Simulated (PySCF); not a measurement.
**C2H6F2OSi3: electronic excitations**

Wanted: the electronic excitations of C2H6F2OSi3 (`C=C(F)[Si]1(F)[SiH2]O[SiH2]1`), by calculation.

The runs use PySCF 2.14.0, with density-fitted response routines of our own; the level of theory stands in each step. All values are computed, except where a source is named. Atoms are numbered from 0 throughout.

**1. The starting structure**

14 atoms, charge 0, multiplicity 1; geometry from: GFN2-xTB.

Bonds of the start (Å): C0–C1 1.32, C1–F2 1.36, C1–Si3 1.89, Si3–F4 1.64, Si3–Si5 2.35, Si5–O6 1.66, O6–Si7 1.66, Si7–Si3 2.35, C0–H8 1.07, C0–H9 1.08, Si5–H10 1.46, Si5–H11 1.46, Si7–H12 1.46, Si7–H13 1.46.

**2. TDDFT and polarisability: B3LYP/def2-SVPD**

The job: settings as JSON, then the geometry in Å.

```
{"job": {"kind": "uv", "xc": "B3LYP", "basis": "def2-SVPD", "nstates": 8, "ntriplets": 3}, "charge": 0, "multiplicity": 1}
C      2.913377    -0.557682     0.318049
C      1.610317    -0.781014     0.289646
F      1.159010    -2.036259     0.571267
Si     0.221609     0.447434    -0.099813
F      1.094780     1.808295    -0.375789
Si    -1.725614     0.650487     1.195402
O     -2.504313     0.258434    -0.221326
Si    -1.556766    -0.021239    -1.559198
H      3.287535     0.423767     0.099576
H      3.626772    -1.329602     0.554596
H     -2.236489     1.959120     1.594958
H     -2.083014    -0.375744     2.169262
H     -1.980769     0.943376    -2.570640
H     -1.827114    -1.389845    -1.988156
```

With the program's defaults for keys left out, this is: TDDFT B3LYP/def2-SVPD, vertical, gas phase, core orbitals frozen in the response.

The run is started by

```sh
$ OMP_NUM_THREADS=1 python probes_run.py task.json out
```

The driver reads the jobs from task.json and runs them one after another.

What will the session give for the following? lowest singlet (B3LYP/def2-SVPD); brightest single state of those computed; lowest triplet; surface potential, 1st and 99th percentile. Wanted: lowest singlet; brightest single state of those computed; lowest triplet; surface potential, 1st and 99th percentile.

The runs gave:

| quantity | value |
| --- | --- |
| lowest singlet (B3LYP/def2-SVPD) | 4.72 eV (262 nm), f = 0.009 |
| brightest single state of those computed | state 5, 5.79 eV, f = 0.205 |
| lowest triplet | 4.10 eV |
| surface potential, 1st and 99th percentile | -0.99 V and 1.76 V |

**Reading.** The first singlet state (HOMO→LUMO 0.94) lies at 4.72 eV and is weak; of the 8 states computed, the strongest absorption comes from state 5 at 5.79 eV. The lowest triplet lies 0.63 eV below the lowest singlet (triplets in Tamm-Dancoff, singlets in full TDDFT). By nearest atom (B3LYP/def2-SVPD), the HOMO sits on Si3 18 %; C0 18 % and the LUMO on Si3 29 %; Si5, Si7 about 11 % each.
